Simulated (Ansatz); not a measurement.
# revPBE/def2-SVP run of Al2Si2H6 (SMILES [SiH3][Al]1[AlH][SiH2]1)

What is the electronic atomisation energy of Al2Si2H6 at revPBE/def2-SVP? 

The results are computed with Ansatz 0.2.0.

44 further runs of the same task are left out: 44 set aside as unsound or not needed. Runs told in other sessions of the task aren't counted.

### Step 1. Starting point

The species is Al2Si2H6 (10 atoms), meant as a singlet with charge 0. As SMILES, `[SiH3][Al]1[AlH][SiH2]1`. The shape is that of a PBE0-D4/def2-TZVP optimisation.

Bond lengths: Si1–Al2 2.460 Å, Al2–Al3 2.479 Å, Al2–Si4 2.439 Å, Al3–Si4 2.343 Å, Si1–H5 1.491 Å, Si1–H6 1.491 Å, Si1–H7 1.490 Å, Al3–H8 1.585 Å, Si4–H9 1.581 Å, Si4–H10 1.500 Å. Some angles: Si1–Al2–Al3 164.4°, Si1–Al2–Si4 136.1°, Al3–Al2–Si4 56.9°, Al2–Al3–Si4 60.7°, Al2–Si4–Al3 62.4°, Al2–Si1–H5 110.3°, Al2–Si1–H6 111.0°, Al2–Si1–H7 111.8°, Al2–Al3–H8 149.8°, Si4–Al3–H8 135.8°.

### Step 2. A single-point energy at revPBE/def2-SVP

The input, in.yaml:

```yaml
crystal:
  periodic: [false, false, false]
  atoms:
    - {symbol: Si, position_ang: [-1.426500, 1.264600, -1.412100]}
    - {symbol: Al, position_ang: [-0.140100, -0.429800, -0.177000]}
    - {symbol: Al, position_ang: [0.542000, -2.376000, 1.198900]}
    - {symbol: Si, position_ang: [1.875500, -0.449300, 1.195500]}
    - {symbol: H, position_ang: [-1.958600, 0.687200, -2.679200]}
    - {symbol: H, position_ang: [-2.589700, 1.742300, -0.611500]}
    - {symbol: H, position_ang: [-0.589800, 2.446700, -1.761500]}
    - {symbol: H, position_ang: [0.798300, -3.933700, 1.336500]}
    - {symbol: H, position_ang: [0.619900, 0.509800, 1.257200]}
    - {symbol: H, position_ang: [2.952200, 0.487100, 1.656400]}
basis:
  gaussian: {orbitals: def2-SVP}
hamiltonian: {xc: {name: revPBE}}
accuracy: high
output: {orbitals: {seedname: orbitals}}
```

Started as:

```bash
$ ansatz run in.yaml --threads 1 --pin off --max-ram 2610MiB --events-out events.jsonl --progress --plain --runs-dir runs
```

Output:

```text
Warning: RAYON_NUM_THREADS=1 ignored (pool sized by the plan → 1); use --threads N
Functional definition: revPBE
  name "revPBE"
  parameter kappa = 1.245
  parameter beta = 0.06672455060314922
  exchange = pbe_x(kappa = kappa, mu = beta*pi^2/3)
  correlation = pbe_c(beta = beta)
2110 factors; integrals over basis functions are off by at most 6.3e-9 eV
mean field evaluation 1: about -29027.5852 eV, gradient 2.2e1 eV
mean field evaluation 2: about -29025.6363 eV, gradient 2.9e1 eV
mean field evaluation 4: about -29029.9859 eV, gradient 2.1e0 eV
mean field evaluation 8: about -29029.9976 eV, gradient 1.2e-1 eV
mean field evaluation 16: about -29029.9977 eV, gradient 1.3e-5 eV
mean field -29029.99768723 eV, -1066.8327377664 hartree, gradient 6.8e-8 eV, S^2 0.000000; 0 other end points of the search recorded, 0 dependent functions left out
reference -29029.99769264 eV, -1066.8327379652 hartree; 30, 30 occupied and 72, 72 virtual orbitals, 2110 factors
Total energy: -29029.99769264 eV, -1066.8327379652 hartree
```

Run time: 3.3 s. Hardware: 1 thread of AMD EPYC 9R45 (Zen 5), shared host; peak memory 0.29 GiB.

### Step 3. The Al atom

The input, run.yaml:

```yaml
crystal:
  periodic: [false, false, false]
  atoms:
    - {symbol: Al, position_ang: [0.000000, 0.000000, 0.000000]}
basis:
  gaussian: {orbitals: def2-SVP}
total_charge: 0
magnetization: {spin_polarized: true, initial_magnetization: 1}
hamiltonian: {xc: {name: revPBE}}
accuracy: high
```

Started as:

```bash
$ ansatz run run.yaml --threads 1 --pin off --max-ram 2610MiB --events-out events.jsonl --progress --plain --runs-dir runs
```

Output, cut to the lines that bear on the results:

```text
Warning: RAYON_NUM_THREADS=1 ignored (pool sized by the plan → 1); use --threads N
[... 6 set-up lines as earlier in the session ...]
142 factors; integrals over basis functions are off by at most 1.6e-9 eV
mean field evaluation 1: about -6591.3432 eV, gradient 1.5e0 eV
mean field evaluation 2: about -6591.3790 eV, gradient 3.1e-1 eV
mean field evaluation 4: about -6591.3802 eV, gradient 1.2e-1 eV
mean field evaluation 8: about -6591.3803 eV, gradient 6.0e-5 eV
mean field evaluation 16: about -6591.3803 eV, gradient 5.1e-2 eV
mean field evaluation 32: about -6591.3803 eV, gradient 2.6e-4 eV
mean field -6591.38028642 eV, -242.2287577279 hartree, gradient 8.6e-9 eV, S^2 0.753066; 3 other end points of the search recorded, 0 dependent functions left out
reference -6591.38028874 eV, -242.2287578132 hartree; 7, 6 occupied and 11, 12 virtual orbitals, 142 factors
Total energy: -6591.38028874 eV, -242.2287578132 hartree
```

Run time: 0.48 s. Hardware: 1 thread of AMD EPYC 9R45 (Zen 5), shared host.

### Step 4. The H atom

The input, job.yaml:

```yaml
crystal:
  periodic: [false, false, false]
  atoms:
    - {symbol: H, position_ang: [0.000000, 0.000000, 0.000000]}
basis:
  gaussian: {orbitals: def2-SVP}
magnetization: {spin_polarized: true, initial_magnetization: 1}
hamiltonian: {xc: {name: revPBE}}
accuracy: high
```

Run the same way, it converges to -0.50319 Eh (log not shown).

### Step 5. The Si atom

The input, input.yaml:

```yaml
crystal:
  periodic: [false, false, false]
  atoms:
    - {symbol: Si, position_ang: [0.000000, 0.000000, 0.000000]}
basis:
  gaussian: {orbitals: def2-SVP}
total_charge: 0
magnetization: {spin_polarized: true, initial_magnetization: 2}
hamiltonian: {xc: {name: revPBE}}
accuracy: high
```

Run the same way, it converges to -289.21696 Eh (log not shown).

### Step 6. Outcome

Level: revPBE/def2-SVP.

| quantity | value |
| --- | --- |
| molecule: total energy | -1066.83274 Eh |
| molecule: HOMO energy | -5.37 eV |
| molecule: LUMO energy | -2.49 eV |
| molecule: HOMO–LUMO gap | 2.88 eV |
| Al atom: total energy | -242.22876 Eh |
| Al atom: ⟨S²⟩ | 0.753 |
| H atom: total energy | -0.50319 Eh |
| H atom: ⟨S²⟩ | 0.750 |
| Si atom: total energy | -289.21696 Eh |
| Si atom: ⟨S²⟩ | 2.003 |
| electronic atomisation energy | 25.093 eV |

**Reading.** Taking the molecule apart into free atoms costs 25.09 eV (579 kcal/mol), before zero-point energy and without spin-orbit coupling.
